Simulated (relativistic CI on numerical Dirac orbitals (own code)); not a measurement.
# Ge¹³⁺: E1 transition arrays

Where do the unresolved transition arrays of Ge¹³⁺ lie, how wide and how strong are they, and what do scaling and mixing change?

Program: relativistic CI on numerical Dirac orbitals (own code) version 3. Level of theory: Dirac-Coulomb-Breit CI, KLI orbitals optimised for each configuration, model QED (radiative potential, 1s self-energy scaled to tabulated hydrogen-like ionisation energies), valence Slater integrals scaled by 0.9, whole transition arrays. These are calculated values, not measurements, unless marked.

## Step 1: The atom as given

* ion: Ge¹³⁺ (Ge XIV)
* nuclear charge: 32
* electrons: 19
* isotope: A = 74
* configurations: [Ar] 3d; [Ar] 4f; [Ne] 3s2 3p5 3d2; [Ar] 4p; [Ar] 5f

Outer shells as boxes (Hund's rule):

[Ar] 3d1
```
[Ar] core
3d [↑ ][  ][  ][  ][  ]
```

## Step 2: Main run

Settings, as recorded:

```ini
atom Ge  Z=32  charge=13  electrons=19
nucleus A=74  rms_radius_fm=4.0742
hamiltonian dirac-coulomb  breit=on  qed=on  c_scale=1
orbitals kli  potential=per-configuration
slater_scale 0.9
correlation none
mixing on
configurations
  [Ar] 3d
  [Ar] 4f
  [Ne] 3s2 3p5 3d2
  [Ar] 4p
  [Ar] 5f
end
arrays E1 from the first configuration
```

The program writes no log. Results of the run, from its result record (rounded, main fields):

```text
{
  "status": "converged",
  "arrays [upper, lines, gf_sum, mean_eV, sigma_eV, strongest_nm]": [
    ["3p6 4f", 3, 7.855, 233.015, 0.4423, 5.329],
    ["3p5 3d2", 60, 24.74, 106.735, 5.427, 11.25],
    ["3p6 4p", 3, 0.3674, 177.183, 0.4474, 6.99],
    ["3p6 5f", 3, 2.51, 295.459, 0.4506, 4.202]
  ],
  "bins [nm, gf per state]": [
    [4.1, 0.1002],
    [4.3, 0.1508],
    [4.5, 0],
    [4.7, 0],
    [4.9, 0],
    [5.1, 0],
    [5.3, 0.7855],
    [5.5, 0],
    [5.7, 0],
    [5.9, 0],
    [6.1, 0],
    [6.3, 0],
    [6.5, 0],
    [6.7, 0],
    [6.9, 0.02385],
    [7.1, 0.01289],
    [7.3, 0],
    [7.5, 0],
    [7.7, 0],
    [7.9, 0],
    [8.1, 0],
    [8.3, 0],
    [8.5, 0],
    [8.7, 0],
    [8.9, 0],
    [9.1, 0],
    [9.3, 0],
    [9.5, 0],
    [9.7, 0],
    [9.9, 0],
    [10.1, 0],
    [10.3, 0],
    [10.5, 0],
    [10.7, 0],
    [10.9, 0],
    [11.1, 0.4251],
    [11.3, 1.23],
    [11.5, 0],
    [11.7, 0],
    [11.9, 0],
    "... 2 more rows left out ..."
  ],
  "bin_width [nm]": 0.2,
  "all_arrays": [69, 35.4694, 148.786, 65.9973, 11.2462],
  "strongest [nm, gf, J2_lower, J2_upper, upper]": [
    [11.246, 6.346, 5, 5, "3p5 3d2"],
    [5.329, 4.504, 5, 7, "3p6 4f"],
    [12.19, 4.331, 5, 7, "3p5 3d2"],
    [11.15, 3.964, 3, 3, "3p5 3d2"],
    [11.355, 3.249, 5, 3, "3p5 3d2"],
    [12.399, 3.174, 3, 5, "3p5 3d2"],
    [5.3085, 3.126, 3, 5, "3p6 4f"],
    [11.389, 1.797, 3, 1, "3p5 3d2"],
    [4.2015, 1.436, 5, 7, "3p6 5f"],
    [4.1885, 1.002, 3, 5, "3p6 5f"],
    [11.246, 0.49, 5, 3, "3p5 3d2"],
    [11.258, 0.4179, 3, 3, "3p5 3d2"]
  ],
  "configurations [conf, odd, states]": [
    ["3p6 3d", 0, 10],
    ["3p6 4f", 1, 14],
    ["3p5 3d2", 1, 270],
    ["3p6 4p", 1, 6],
    ["3p6 5f", 1, 14]
  ]
}
```

Run time: 0.16 s. Hardware: 1 thread, shared host.

## Step 3: Without configuration mixing

The settings differ from step 2 so:

```diff
@@ -6,3 +6,3 @@
 correlation none
-mixing on
+mixing off
 configurations
```

Results of the run (excerpt; [...] marks lines left out):

```text
{
  "status": "converged",
  "arrays [upper, lines, gf_sum, mean_eV, sigma_eV, strongest_nm]": [
    ["3p6 4f", 3, 6.732, 232.668, 0.4461, 5.337],
    ["3p5 3d2", 60, 25.32, 106.716, 5.344, 11.25],
    ["3p6 4p", 3, 0.5184, 177.079, 0.4446, 6.994],
    ["3p6 5f", 3, 2.038, 295.331, 0.4513, 4.203]
  ],
  "bins [nm, gf per state]": [
    [4.1, 0.08139],
    [4.3, 0.1224],
    [4.5, 0],
    [4.7, 0],
    [4.9, 0],
    [5.1, 0],
    [5.3, 0.6732],
    [5.5, 0],
    [5.7, 0],
    [5.9, 0],
    [6.1, 0],
    [6.3, 0],
    [6.5, 0],
    [6.7, 0],
    [6.9, 0.03394],
    [7.1, 0.0179],
    [7.3, 0],
    [7.5, 0],
    [7.7, 0],
    [7.9, 0],
    [8.1, 0],
    [8.3, 0],
    [8.5, 0],
    [8.7, 0],
    [8.9, 0],
    [9.1, 0],
    [9.3, 0],
    [9.5, 0],
    "... 14 more rows left out ..."
  ],
  "bin_width [nm]": 0.2,
  "all_arrays": [69, 34.6105, 143.375, 62.7034, 11.246],
  "strongest [nm, gf, J2_lower, J2_upper, upper]": [
    [11.246, 6.357, 5, 5, "3p5 3d2"],
    [12.141, 4.712, 5, 7, "3p5 3d2"],
    [11.15, 3.962, 3, 3, "3p5 3d2"],
    [5.3371, 3.856, 5, 7, "3p6 4f"],
    [12.352, 3.443, 3, 5, "3p5 3d2"],
    [11.345, 3.196, 5, 3, "3p5 3d2"],
    [5.3163, 2.683, 3, 5, "3p6 4f"],
    [11.379, 1.767, 3, 1, "3p5 3d2"],
    [4.2034, 1.166, 5, 7, "3p6 5f"],
    [4.1903, 0.8139, 3, 5, "3p6 5f"],
    [11.246, 0.4922, 5, 3, "3p5 3d2"],
    [11.248, 0.4144, 3, 3, "3p5 3d2"]
  ],
  "configurations [conf, odd, states]": [
    ["3p6 3d", 0, 10],
    ["3p6 4f", 1, 14],
    ["3p5 3d2", 1, 270],
    ["3p6 4p", 1, 6],
    ["3p6 5f", 1, 14]
  ]
}
```

Run time: 0.16 s. Hardware: 1 thread, shared host.

## Step 4: Slater integrals scaled by 1

The settings differ from step 3 so:

```diff
@@ -4,5 +4,5 @@
 orbitals kli  potential=per-configuration
-slater_scale 0.9
+slater_scale 1
 correlation none
-mixing off
+mixing on
 configurations
```

Results of the run (excerpt; [...] marks lines left out):

```text
{
  "status": "converged",
  "arrays [upper, lines, gf_sum, mean_eV, sigma_eV, strongest_nm]": [
    ["3p6 4f", 3, 8.002, 233.102, 0.4414, 5.327],
    ["3p5 3d2", 60, 25.22, 109.168, 5.927, 10.97],
    ["3p6 4p", 3, 0.3463, 177.213, 0.4482, 6.989],
    ["3p6 5f", 3, 2.564, 295.49, 0.4503, 4.201]
  ],
  "bins [nm, gf per state]": [
    [4.1, 0.1023],
    [4.3, 0.1541],
    [4.5, 0],
    [4.7, 0],
    [4.9, 0],
    [5.1, 0],
    [5.3, 0.8002],
    [5.5, 0],
    [5.7, 0],
    [5.9, 0],
    [6.1, 0],
    [6.3, 0],
    [6.5, 0],
    [6.7, 0],
    [6.9, 0.02244],
    [7.1, 0.01219],
    [7.3, 0],
    [7.5, 0],
    [7.7, 0],
    [7.9, 0],
    [8.1, 0],
    [8.3, 0],
    [8.5, 0],
    [8.7, 0],
    [8.9, 0],
    [9.1, 0],
    [9.3, 0],
    [9.5, 0],
    "... 13 more rows left out ..."
  ],
  "bin_width [nm]": 0.2,
  "all_arrays": [69, 36.1283, 150.495, 65.015, 10.9683],
  "strongest [nm, gf, J2_lower, J2_upper, upper]": [
    [10.968, 6.506, 5, 5, "3p5 3d2"],
    [5.327, 4.588, 5, 7, "3p6 4f"],
    [11.996, 4.378, 5, 7, "3p5 3d2"],
    [10.877, 4.076, 3, 3, "3p5 3d2"],
    [11.091, 3.348, 5, 3, "3p5 3d2"],
    [12.197, 3.193, 3, 5, "3p5 3d2"],
    [5.3065, 3.184, 3, 5, "3p6 4f"],
    [11.124, 1.854, 3, 1, "3p5 3d2"],
    [4.2011, 1.467, 5, 7, "3p6 5f"],
    [4.1881, 1.023, 3, 5, "3p6 5f"],
    [10.968, 0.4975, 5, 3, "3p5 3d2"],
    [10.998, 0.4238, 3, 3, "3p5 3d2"]
  ],
  "configurations [conf, odd, states]": [
    ["3p6 3d", 0, 10],
    ["3p6 4f", 1, 14],
    ["3p5 3d2", 1, 270],
    ["3p6 4p", 1, 6],
    ["3p6 5f", 1, 14]
  ]
}
```

Wall time 0.16 s (1 thread, shared host).

## Step 5: Slater integrals scaled by 0.8

The settings differ from step 4 so:

```diff
@@ -4,3 +4,3 @@
 orbitals kli  potential=per-configuration
-slater_scale 1
+slater_scale 0.8
 correlation none
```

Results of the run (excerpt; [...] marks lines left out):

```text
{
  "status": "converged",
  "arrays [upper, lines, gf_sum, mean_eV, sigma_eV, strongest_nm]": [
    ["3p6 4f", 3, 7.711, 232.939, 0.4431, 5.331],
    ["3p5 3d2", 60, 24.25, 104.308, 4.936, 11.54],
    ["3p6 4p", 3, 0.3875, 177.158, 0.4467, 6.991],
    ["3p6 5f", 3, 2.458, 295.433, 0.4508, 4.202]
  ],
  "bins [nm, gf per state]": [
    [4.1, 0.09814],
    [4.3, 0.1477],
    [4.5, 0],
    [4.7, 0],
    [4.9, 0],
    [5.1, 0],
    [5.3, 0.7711],
    [5.5, 0],
    [5.7, 0],
    [5.9, 0],
    [6.1, 0],
    [6.3, 0],
    [6.5, 0],
    [6.7, 0],
    [6.9, 0.02519],
    [7.1, 0.01356],
    [7.3, 0],
    [7.5, 0],
    [7.7, 0],
    [7.9, 0],
    [8.1, 0],
    [8.3, 0],
    [8.5, 0],
    [8.7, 0],
    [8.9, 0],
    [9.1, 0],
    [9.3, 0],
    [9.5, 0],
    "... 16 more rows left out ..."
  ],
  "bin_width [nm]": 0.2,
  "all_arrays": [69, 34.8104, 147.108, 66.9979, 11.5379],
  "strongest [nm, gf, J2_lower, J2_upper, upper]": [
    [11.538, 6.184, 5, 5, "3p5 3d2"],
    [5.3308, 4.421, 5, 7, "3p6 4f"],
    [12.391, 4.274, 5, 7, "3p5 3d2"],
    [11.437, 3.848, 3, 3, "3p5 3d2"],
    [12.61, 3.15, 3, 5, "3p5 3d2"],
    [11.633, 3.146, 5, 3, "3p5 3d2"],
    [5.3102, 3.069, 3, 5, "3p6 4f"],
    [11.665, 1.736, 3, 1, "3p5 3d2"],
    [4.2019, 1.406, 5, 7, "3p6 5f"],
    [4.1889, 0.9814, 3, 5, "3p6 5f"],
    [11.538, 0.4844, 5, 3, "3p5 3d2"],
    [11.53, 0.414, 3, 3, "3p5 3d2"]
  ],
  "configurations [conf, odd, states]": [
    ["3p6 3d", 0, 10],
    ["3p6 4f", 1, 14],
    ["3p5 3d2", 1, 270],
    ["3p6 4p", 1, 6],
    ["3p6 5f", 1, 14]
  ]
}
```

Wall time 0.16 s (1 thread, shared host).

## Step 6: The runs side by side

The array to 3p5 3d2, the strongest of the main run, in each run:

| run | time | mean (eV) | width (eV) | gf sum | strongest line (nm) | strongest array of the run |
| --- | --- | --- | --- | --- | --- | --- |
| main run | 0.16 s | 106.74 | 5.43 | 24.74 | 11.25 | 3p5 3d2 |
| without configuration mixing | 0.16 s | 106.72 | 5.34 | 25.32 | 11.25 | 3p5 3d2 |
| Slater integrals scaled by 1 | 0.16 s | 109.17 | 5.93 | 25.22 | 10.97 | 3p5 3d2 |
| Slater integrals scaled by 0.8 | 0.16 s | 104.31 | 4.94 | 24.25 | 11.54 | 3p5 3d2 |

## Step 7: Outcome

| quantity | value |
| --- | --- |
| strongest array, main run | to 3p5 3d2, 60 lines |
| its mean and width | 106.7 ± 5.4 eV (11.6 nm) |
| its share of all gf | 70 % |
| lines in all | 69 |

The array to 3p5 3d2 carries 70 % of the oscillator strength, around 11.6 nm. Configuration mixing moves its mean by +0.02 eV and changes its gf sum by -2 %. All levels of the first configuration count with their statistical weight; no plasma population is modelled.
